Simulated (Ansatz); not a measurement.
# BF3H2O (SMILES [OH2+][B-](F)(F)F): functionals against CCSD(T) at one geometry

The task here is to estimate one member of a computed series from the others.

Program: Ansatz 0.2.0, Gaussian basis. Level of theory: single points in def2-TZVPP. These are calculated values, not measurements.

Correlated methods freeze the cores.

**Where the work starts**

SMILES `[OH2+][B-](F)(F)F`, 7 atoms, charge 0, spin multiplicity 1.

Atoms are counted from 1 here; the program's logs count them from 0.

Bond lengths: O1–H6 0.927 Å, O1–H7 0.957 Å, B2–F3 1.335 Å, B2–F4 1.339 Å, B2–F5 1.322 Å. Angles: H6–O1–H7 108.2°, F3–B2–F4 117.1°, F3–B2–F5 116.7°, F4–B2–F5 114.9°.

As a file:

```xyz
7
charge 0, multiplicity 1
O    -0.6295    0.8152    0.1709
B     0.6324   -0.4270   -0.0577
F     1.1628   -0.5337    1.1628
F    -0.1263   -1.4439   -0.4846
F     1.3882    0.1314   -0.9878
H    -1.2263    0.4938    0.8029
H    -1.1018    0.9323   -0.6535
```

The first run:

run/in.yaml

```yaml
crystal:
  periodic: [false, false, false]
  atoms:
    - {symbol: O, position_ang: [-0.629500, 0.815200, 0.170900]}
    - {symbol: B, position_ang: [0.632400, -0.427000, -0.057700]}
    - {symbol: F, position_ang: [1.162800, -0.533700, 1.162800]}
    - {symbol: F, position_ang: [-0.126300, -1.443900, -0.484600]}
    - {symbol: F, position_ang: [1.388200, 0.131400, -0.987800]}
    - {symbol: H, position_ang: [-1.226300, 0.493800, 0.802900]}
    - {symbol: H, position_ang: [-1.101800, 0.932300, -0.653500]}
basis:
  gaussian: {orbitals: def2-TZVPP}
correlation: {method: ccsd_t}
```

No record of the launch command was kept for these runs.

Steps of the session up to this table: CCSD(T)/def2-TZVPP; PBE0-D4/def2-TZVPP; wB97M-V/def2-TZVPP; r2SCAN-D4/def2-TZVPP; PBE-D4/def2-TZVPP; CAM-B3LYP-D4/def2-TZVPP; r2SCAN0-D4/def2-TZVPP.

One of the session's tables, all rows but one given; the rest of the session is left out.

```
      method  RMS force component (eV/Å)  dipole (D)
     PBE0-D4                       0.709        4.59
     wB97M-V                       0.760        4.56
   r2SCAN-D4                       0.761        4.57
      PBE-D4                       0.971        4.50
CAM-B3LYP-D4                           ?           ?
  r2SCAN0-D4                       0.611        4.62
```

Q: Estimate the row for CAM-B3LYP-D4 from the others.

The run gave: RMS force component (eV/Å): 0.727; dipole (D): 4.61. In the column «RMS force component (eV/Å)» it lies between PBE0-D4 (0.709) and wB97M-V (0.760).
